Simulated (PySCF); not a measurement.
**AgSe2⁻ (triplet): changing the method**

Starting from one script, swap the method and compare what comes out for AgSe2⁻ (triplet).

Computed with PySCF 2.14.0. Level: each script names its method and basis.

7 further runs of the same task are left out: 1 for a known fault of the program, 6 that didn't finish.

## (1) The system as given

AgSe2⁻ (triplet): 3 atoms, charge -1, spin multiplicity 3.

Bond lengths: Ag1–Se2 2.396 Å, Ag1–Se3 2.396 Å. Angles: Se2–Ag1–Se3 180.0°.

## (2) The run that the others are compared with

The input, input.py:

```python
from pyscf import gto, scf, mp

mol = gto.M(
    atom='Ag 0 0 0; Se 0 0 2.3957; Se 0 0 -2.3957',
    basis='sbkjc',
    ecp={'Ag': 'sbkjc', 'Se': 'sbkjc'},
    charge=-1,
    spin=2,
    symmetry=True,
    verbose=3,
)
mf = scf.UHF(mol)
mf.kernel()
mp.MP2(mf).kernel()
mf.dip_moment()
print('orbital energies (hartree):', [e[max(0, n-3):n+3].round(4) for e, n in zip(mf.mo_energy, mol.nelec)])
```

Run with:

```bash
$ OMP_NUM_THREADS=1 python input.py
```

## (3) Gradient

Variant 1 changes step after the SCF: mp2 → gradient.

input.py: that of step 2 with these lines changed.

```diff
@@ -1,2 +1,2 @@
-from pyscf import gto, scf, mp
+from pyscf import gto, scf
 
@@ -13,3 +13,3 @@
 mf.kernel()
-mp.MP2(mf).kernel()
+mf.nuc_grad_method().kernel()
 mf.dip_moment()
```

## (4) RHF

Variant 2 changes SCF type: UHF → RHF.

The input, input.py:

```python
from pyscf import gto, scf, mp

mol = gto.M(
    atom='Ag 0 0 0; Se 0 0 2.3957; Se 0 0 -2.3957',
    basis='sbkjc',
    ecp={'Ag': 'sbkjc', 'Se': 'sbkjc'},
    charge=-1,
    spin=2,
    symmetry=True,
    verbose=3,
)
mf = scf.RHF(mol)
mf.kernel()
mp.MP2(mf).kernel()
mf.dip_moment()
print('orbital energies (hartree):', mf.mo_energy[..., max(0, mol.nelec[1]-3):mol.nelec[0]+3].round(4))
```

## (5) Polarisability

Variant 3 changes step after the SCF: mp2 → polarizability.

input.py: that of step 2 with these lines changed.

```diff
@@ -1,2 +1,3 @@
-from pyscf import gto, scf, mp
+from pyscf import gto, scf
+from pyscf.prop.polarizability import uhf as pol
 
@@ -13,3 +14,4 @@
 mf.kernel()
-mp.MP2(mf).kernel()
+print('polarizability (a.u.)')
+print(pol.Polarizability(mf).polarizability().round(4))
 mf.dip_moment()
```

Q: Predict the outcome of this session. Wanted: for each run, E(SCF); from base; after the SCF.

**Answer**, as computed:

```csv
run,E(SCF) (hartree),from base (eV),after the SCF
base,-163.740759,0,MP2 correlation -8.952 eV
gradient,-163.740759,0.0000,n/a
RHF,-163.722654,+0.4927,MP2 correlation -9.830 eV
polarisability,-163.740759,0.0000,mean α 307.1 bohr³
```

What this shows: Total energies from different bases, Hamiltonians or methods carry different errors, so properties are taken as differences within one set-up.
